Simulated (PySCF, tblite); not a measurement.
# C₄H₂F₄: geometry, infrared bands, NMR shifts, spin-spin couplings, electronic excitations and core binding energies

Wanted: the infrared bands, NMR shifts, spin-spin couplings, electronic excitations and core binding energies of C₄H₂F₄ (`FCC#CC(F)(F)F`), by calculation.

The runs use tblite 0.8.0 and PySCF 2.14.0, with density-fitted response routines of our own; the level of theory stands in each step. All values are computed, except where a source is named. Atoms are numbered from 0 throughout.

### 1 Starting geometry

10 atoms, charge 0, multiplicity 1; geometry from: force field or distance geometry start.

Bonds of the start (Å): F0–C1 1.36, C1–C2 1.45, C2–C3 1.21, C3–C4 1.46, C4–F5 1.36, C4–F6 1.34, C4–F7 1.36, C1–H8 1.10, C1–H9 1.10.

### 2 Optimising the geometry with GFN2-xTB

The job: settings as JSON, then the geometry in Å.

```
{"job": {"kind": "relax", "xc": "GFN2-xTB", "basis": "xTB"}, "charge": 0, "multiplicity": 1}
F      2.610800     0.456100    -0.663300
C      2.057900     0.093700     0.519600
C      0.621000     0.014300     0.374800
C     -0.582600    -0.030600     0.223400
C     -2.027800    -0.105700     0.063400
F     -2.362100    -1.008100    -0.895800
F     -2.630700    -0.465700     1.205300
F     -2.517200     1.101700    -0.310300
H      2.356800     0.829300     1.278000
H      2.482800    -0.880400     0.811200
```

On the command line:

```bash
OMP_NUM_THREADS=1 python probes_run.py task.json out
```

One launch serves the whole session: the jobs run in the order shown.

**Question.** This job is followed by: GFN2-xTB harmonic vibrations, gas phase; PBE0-D3(BJ)/def2-SVP geometry optimisation, gas phase; GIAO PBE0/pcSseg-1 NMR shielding, non-relativistic, gas phase; B3LYP/pcJ-1 indirect spin-spin coupling, non-relativistic, gas phase; TDDFT CAM-B3LYP/def2-SVPD, vertical, gas phase, core orbitals frozen in the response; GIAO WP04/pcSseg-2 NMR shielding, non-relativistic, gas phase; delta-SCF UKS SCAN, pcX-2 on the ionised atom, pcseg-1 elsewhere, spin-free X2C. What will the session give for the following? strongest single infrared mode (GFN2-xTB); zero-point energy (GFN2-xTB); point group; rotational constants (main isotopes); 13C shifts against TMS (PBE0/pcSseg-1); 1H shifts against TMS (PBE0/pcSseg-1, means over atoms taken as alike); 19F shifts against CFCl3 (PBE0/pcSseg-1, means over atoms taken as alike); surface potential, 1st and 99th percentile; largest coupling of the table (B3LYP/pcJ-1); lowest singlet (CAM-B3LYP/def2-SVPD); brightest single state of those computed; lowest triplet; vertical ionisation energy (ΔSCF); C1s binding energies, SCAN/pcX-2 (standing for 3 of 4 atoms); F1s binding energies, SCAN/pcX-2; range of the shift of F0.

**Answer**, as computed:

```
                                                                 quantity                               value
                                strongest single infrared mode (GFN2-xTB)               1046 cm⁻¹, 336 km/mol
                                             zero-point energy (GFN2-xTB)                       32.2 kcal/mol
                                                              point group                                  Cs
                                     rotational constants (main isotopes)                4.83, 0.83, 0.81 GHz
                                   13C shifts against TMS (PBE0/pcSseg-1)         119.1, 86.6, 83.2, 70.1 ppm
   1H shifts against TMS (PBE0/pcSseg-1, means over atoms taken as alike)                            5.12 ppm
19F shifts against CFCl3 (PBE0/pcSseg-1, means over atoms taken as alike)                   -63.9, -252.3 ppm
                                    surface potential, 1st and 99th percentile                  -0.70 V and 1.55 V
                              largest coupling of the table (B3LYP/pcJ-1)            1J(C,F) C4–F5, -325.7 Hz
                                     lowest singlet (CAM-B3LYP/def2-SVPD)         5.93 eV (209 nm), f = 0.000
                                 brightest single state of those computed         state 8, 9.37 eV, f = 1.123
                                                           lowest triplet                             5.09 eV
                                        vertical ionisation energy (ΔSCF)                            11.47 eV
             C1s binding energies, SCAN/pcX-2 (standing for 3 of 4 atoms)  C4 299.30, C1 294.73, C3 291.72 eV
                                         F1s binding energies, SCAN/pcX-2             F5 694.24, F0 693.22 eV
                                                 range of the shift of F0                -252.3 to -233.6 ppm
```

In words: Over 22 steps the energy fell by 0.047 eV; of the close pairs, C4–F5 changed most, 1.359 to 1.340 Å (GFN2-xTB). All 24 modes are real, so the xTB geometry is a minimum. Unscaled tight-binding wavenumbers are off by several per cent, some by more. Its intensities can rank the bands wrongly. The optimisation took 13 steps and gained 0.285 eV; among the close pairs (by a distance rule), C2–C3 changed most, from 1.145 to 1.208 Å (PBE0/def2-SVP). No frequency check was run at this level, so the end point may be a saddle. At PBE0/pcSseg-1: Shielding is most anisotropic at C2 (span 251 ppm, paramagnetic term -164 ppm). Density functionals describe couplings to fluorine poorly, F–F couplings above all, so those rows are rough. The first singlet state (HOMO→LUMO 0.90) lies at 5.93 eV and is dark; of the 10 states computed, the strongest absorption comes from state 8 at 9.37 eV. The lowest triplet lies 0.84 eV below the lowest singlet (triplets in Tamm-Dancoff, singlets in full TDDFT). The orbital energy would give 10.40 eV for ionisation, ΔSCF gives 11.47 eV. C4 (CF3 carbon) binds its C1s electron 7.59 eV more tightly than C3 (alkyne carbon). Only 3 of the 4 C atoms are covered by sound results. The F1s levels kept as sound span 1.02 eV, from F0 (fluorine on an sp3 carbon) up to F5 (fluorine of a CF3 group). In ppm, F0 moves most: its shift spreads over 18.7 ppm, from -252.3 (PBE0/pcSseg-1) to -233.6 (WP04/pcSseg-2).
